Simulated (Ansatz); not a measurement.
Runs of Ansatz 0.2.0 on BP2. The cell holds a sheet with vacuum, 3 atoms: a = 2.976 Å, b = 2.976 Å, c = 29.054 Å, α = 90.00°, β = 90.00°, γ = 120.00°. The cell was built by a generator and needn't be a form met in nature.

```csv
task,level,cutoff (eV),basis error allowed,gap on the mesh (eV),largest force (eV/Å),work function (eV)
single point,PBE,217,0.002 eV/atom,none,0.14,4.97
single point,PBEsol,217,0.002 eV/atom,none,0.01,5.03
single point,PBE,241,0.001 eV/atom,none,0.14,4.97
projected density of states,PBE,217,0.002 eV/atom,-,0.14,4.97
single point,LDA,219,0.002 eV/atom,none,(a),5.20
```

Alike in all rows: potentials or basis all-electron LAPW, scalar-relativistic; no spin polarisation; cell as given; k mesh 10 × 10 × 1; smearing fermi-dirac 0.05 eV.

Task: Estimate the missing entries.

Result: (a) 0.21.

Caveats: the density of states is complete only up to the lowest level of the last band computed (some runs).

A gap of «none» marks a metal or a gap under the smearing width.
